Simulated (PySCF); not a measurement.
**MoO2F2: singlet, from a see-saw (ligand arrangement 2) start**

Aim: relax MoO2F2 as a singlet from a see-saw (ligand arrangement 2) start, check by its vibrations whether the end is a minimum, and collect its spectrum and constants.

Program: PySCF 2.14.0. Level of theory: PBE, basis Mo def2-SVP with ECP28, O def2-SVP, F def2-SVP, scalar-relativistic core potentials, no spin–orbit coupling, density fitting. These are calculated values, not measurements.

### Step 1. The system as given

5 atoms, charge 0, spin multiplicity 1.

Bond lengths: Mo1–O2 1.780 Å, Mo1–O3 1.780 Å, Mo1–F4 2.020 Å, Mo1–F5 2.020 Å. Angles: O2–Mo1–O3 86.9°, O2–Mo1–F4 170.0°, O2–Mo1–F5 86.9°, O3–Mo1–F4 86.9°, O3–Mo1–F5 104.0°, F4–Mo1–F5 86.9°.

```xyz
5
charge 0 multiplicity 1
Mo    0.0000    0.0000    0.0000
O     0.0000   -1.7732    0.1551
O    -1.4027    0.0000    1.0959
F     0.0000    2.0123    0.1761
F     1.5918    0.0000    1.2436
```

### Step 2. Finding the electronic state

The steps below are one call of a driver around PySCF. For each, scf.py gives the equivalent set-up of the SCF; relaxations use the driver's own optimiser. After this first run the driver tries any further starts and a stability analysis.

scf.py

```python
from pyscf import gto, scf, dft
mol = gto.M(atom='''
Mo     0.000000     0.000000     0.000000
O     -0.000000    -1.773200     0.155100
O     -1.402700     0.000000     1.095900
F      0.000000     2.012300     0.176100
F      1.591800     0.000000     1.243600''',
    basis={'Mo': 'def2-SVP', 'O': 'def2-SVP', 'F': 'def2-SVP'},
    ecp={'Mo': 'def2-SVP'},
    charge=0, spin=0)
mf = dft.RKS(mol, xc='PBE')
mf.grids.atom_grid = (50, 194)
aux = {'Mo': 'def2-universal-JKFIT', 'O': 'def2-universal-JKFIT', 'F': 'def2-universal-JKFIT'}
mf = mf.density_fit(auxbasis=aux)
mf.conv_tol = 1e-08
mf.diis_space = 10
mf.max_cycle = 60
mf.init_guess = 'minao'
mf.verbose = 4
mf.kernel()
```

Launch:

```sh
$ OMP_NUM_THREADS=2 python axn.py task.json out
```

Further steps of the session: Relaxation: see-saw (ligand arrangement 2) start, singlet; Frequencies.

Before running it: what results should come out? Wanted: minimum; geometry; wavenumbers; dipole moment; highest occupied, lowest empty level; polar-tensor charge of Mo1; zero-point energy; atomisation energy.

**Answer**, as computed:

| quantity | value |
| --- | --- |
| minimum | singlet, C2v |
| geometry | Mo–F 1.852 Å (×2), Mo–O 1.687 Å (×2); F–Mo–F 112.6°, F–Mo–O 109.4° (×4), O–Mo–O 106.4° |
| wavenumbers (cm⁻¹) | 168 (a1), 206 (b2), 247 (a2), 279 (b1), 361 (a1), 693 (a1), 722 (b1), 1010 (b2), 1026 (a1) |
| dipole moment | 1.10 D |
| highest occupied, lowest empty level | -8.30, -4.10 eV |
| polar-tensor charge of Mo1 | +2.24 e |
| zero-point energy | 28.2 kJ/mol |
| entropy at 298.15 K | 318.4 J/(mol K) |
| atomisation energy (no zero-point energy) | 2530 kJ/mol |

What this shows: From C1 at the start the molecule goes to a C2v minimum. In the infrared the band at 1010 cm⁻¹ (b2, stretch) leads. Only this shape and spin were tried, so other structures or states may lie lower.
